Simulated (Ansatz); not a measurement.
## CH4Cl2NNb, SMILES [CH3][Nb](=[NH])([Cl])[Cl]: a single point in a Gaussian basis, step by step

Program: the Python package of Ansatz (0.2.0).

At the Python prompt:
```pycon
>>> from dataclasses import dataclass
>>> import ansatz as az
>>> @dataclass(frozen=True)
... class Options:
...     basis: str = "def2-SVP"
...     method: str = "rpa"
...
>>> settings = Options()
>>> GEOMETRY = """
... C    -1.34830    0.00400   -0.24060
... Nb    0.80610    0.06660   -0.21400
... N     1.39420   -1.03830    1.19010
... Cl    1.72660   -0.74390   -2.30590
... Cl    1.58100    2.30740    0.11740
... H    -1.78260   -0.11140    0.77130
... H    -1.71950   -0.75930   -0.92050
... H    -1.72950    1.04260   -0.63200
... H     1.16050   -0.81390    2.21710
... """
>>> ch4cl2nnb = az.Crystal.molecule()
>>> for line in GEOMETRY.strip().splitlines():
...     symbol, *xyz = line.split()
...     ch4cl2nnb = ch4cl2nnb.atom(symbol, [float(v) for v in xyz])
...
>>> calc = (
...     ch4cl2nnb.calculation()
...     .basis(gaussian=settings.basis)
...     .correlation(settings.method)
...     .scf(lower_state_search="off")
... )
>>> print(calc.to_yaml())
crystal:
  periodic: [false, false, false]
  atoms:
    - { symbol: C, position_ang: [-1.3483, 0.004, -0.2406] }
    - { symbol: Nb, position_ang: [0.8061, 0.0666, -0.214] }
    - { symbol: "N", position_ang: [1.3942, -1.0383, 1.1901] }
    - { symbol: Cl, position_ang: [1.7266, -0.7439, -2.3059] }
    - { symbol: Cl, position_ang: [1.581, 2.3074, 0.1174] }
    - { symbol: H, position_ang: [-1.7826, -0.1114, 0.7713] }
    - { symbol: H, position_ang: [-1.7195, -0.7593, -0.9205] }
    - { symbol: H, position_ang: [-1.7295, 1.0426, -0.632] }
    - { symbol: H, position_ang: [1.1605, -0.8139, 2.2171] }
basis:
  gaussian:
    orbitals: def2-SVP
correlation:
  method: rpa
scf:
  lower_state_search: "off"
>>> result = calc.run(threads=1, backend="cpu")
>>> report = result.report
>>> report["positions_ang"]
[[-1.3483, 0.004, -0.2406], [0.8061, 0.0666, -0.214], [1.3942, -1.0383, 1.1901], [1.7266, -0.7439, -2.3059], [1.581, 2.3074, 0.1174], [-1.7826, -0.1114, 0.7713], [-1.7195, -0.7593, -0.9205], [-1.7295, 1.0426, -0.632], [1.1605, -0.8139, 2.2171]]
>>> print(f"E = {report['free_energy_ev']:.6f} eV = {report['free_energy_ev'] / 27.211386246:.7f} Ha")
E = -29135.708927 eV = -1070.7175542 Ha
>>> print("converged:", report["converged"], " doubts:", report["published_state_doubts"] or "none")
converged: True  doubts: none
>>> parts = report["correlation"]
>>> for name in ("random_phase", "coupled_cluster", "perturbative"):
...     if name in parts:
...         print(f"{name:16s} {parts[name]['energy']['hartree']:12.7f} Ha")
...
random_phase       -0.9828933 Ha
>>> if "second_order" in parts:
...     pair = parts["second_order"]
...     print(f"MP2 same spin {pair['same_spin']['hartree']:.7f} Ha, opposite spin {pair['opposite_spin']['hartree']:.7f} Ha")
...
```

Notes:
- The settings weren't tested for convergence.
- The geometry is a force-field or estimated start, not a minimum of this method, and the basis set is short of its limit.
- def2 sets replace the cores of elements past krypton by effective core potentials.
- Inner cores stay frozen; a filled d shell under the valence of the heavier atoms is correlated with it.
- Run time: 3.8 s on 1 thread of Arm Neoverse V1 (shared host), peak memory 0.28 GiB.
